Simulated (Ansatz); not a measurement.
# CH₆AlNOSSi: one species, many methods

An exercise on one series of results from a longer session: the logs are not shown, and one member is left open.

Method: functionals in def2-TZVPP, the program's frozen cores in correlated methods; program: Ansatz 0.2.0, Gaussian basis.

The runs, in order: PBE-D4, r2SCAN-D4, PBE0-D4, B3LYP-D4, ωB97X-V, ωB97M-V, B2PLYP; CCSD(T)/def2-TZVPP; MP2/def2-QZVPP; extrapolation to the limit.

### The relaxed structure

The geometry comes from an earlier relaxation with PBE0-D4 in a triple-zeta def2 set; it is a stationary point, not always the lowest conformer.

12 atoms, charge 0, spin multiplicity 1.

Atoms are counted from 1 here; the program's logs count them from 0.

Bond lengths: O1–Si2 1.647 Å, O1–H7 0.964 Å, Si2–C3 1.892 Å, Si2–N5 1.740 Å, Si2–Al6 2.297 Å, C3–S4 1.814 Å, C3–H8 1.091 Å, C3–H9 1.093 Å, S4–H10 1.343 Å, N5–Al6 1.788 Å, N5–H11 1.011 Å, Al6–H12 1.582 Å. Angles: Si2–O1–H7 114.4°, O1–Si2–C3 105.2°, O1–Si2–N5 116.7°, O1–Si2–Al6 125.9°, C3–Si2–N5 116.2°, C3–Si2–Al6 128.2°, N5–Si2–Al6 50.3°, Si2–C3–S4 110.3°, Si2–C3–H8 110.1°, Si2–C3–H9 107.5°, S4–C3–H8 110.9°, S4–C3–H9 109.3°, H8–C3–H9 108.7°, C3–S4–H10 98.7°, Si2–N5–Al6 81.2°, Si2–N5–H11 131.8°, Al6–N5–H11 146.8°, Si2–Al6–N5 48.5° and more.

The first run:

Contents of in.yaml:

```yaml
crystal:
  periodic: [false, false, false]
  atoms:
    - {symbol: O, position_ang: [-1.463754, 0.763993, 1.115802]}
    - {symbol: Si, position_ang: [-0.217804, 0.636791, 0.045439]}
    - {symbol: C, position_ang: [-0.343503, -1.115924, -0.657171]}
    - {symbol: S, position_ang: [-0.652542, -2.306216, 0.676140]}
    - {symbol: N, position_ang: [1.352008, 1.126158, 0.613451]}
    - {symbol: Al, position_ang: [1.128185, 2.357157, -0.663611]}
    - {symbol: H, position_ang: [-1.884157, -0.074399, 1.338622]}
    - {symbol: H, position_ang: [0.568179, -1.368603, -1.200657]}
    - {symbol: H, position_ang: [-1.183943, -1.130325, -1.355278]}
    - {symbol: H, position_ang: [-1.128232, -3.321106, -0.063816]}
    - {symbol: H, position_ang: [1.934034, 0.783105, 1.365341]}
    - {symbol: H, position_ang: [1.968529, 3.594070, -1.180261]}
basis:
  gaussian: {orbitals: def2-TZVPP}
hamiltonian: {xc: pbe, dispersion: d4}
output: {forces: true, orbitals: {seedname: orbitals}}
```

On the command line:

```sh
> ansatz run in.yaml --threads 2 --pin off --events-out ev --progress --plain --max-ram 32768MiB --backend cuda --devices 0, --max-vram 18GiB
```

Steps of the session up to this table: PBE-D4 (GGA); r2SCAN-D4 (meta-GGA); PBE0-D4 (hybrid); B3LYP-D4 (hybrid); ωB97X-V (range-separated); ωB97M-V (range-separated); B2PLYP (double hybrid); CCSD(T) in def2-TZVPP; MP2 in def2-QZVPP.

One table of the session follows, with a row left open; its other results are not shown here.

| method | atomisation energy (kJ/mol) |
| --- | --- |
| PBE-D4 | 4231.4 |
| r2SCAN-D4 | 4166.2 |
| PBE0-D4 | 4141.9 |
| B3LYP-D4 | 4135.1 |
| ωB97X-V | 4177.9 |
| ωB97M-V | 4174.9 |
| B2PLYP | ? |
| HF/def2-TZVPP | 2846.0 |
| MP2/def2-TZVPP | 4105.6 |
| CCSD/def2-TZVPP | 3940.4 |
| CCSD(T)/def2-TZVPP | 4019.8 |
| MP2/CBS | 4247.5 |
| CCSD(T)/CBS | 4161.7 |

Q: Estimate the row for B2PLYP from the others.

As computed: atomisation energy (kJ/mol): 4086.5. In the column «atomisation energy (kJ/mol)» it lies between CCSD(T)/def2-TZVPP (4019.8) and MP2/def2-TZVPP (4105.6).
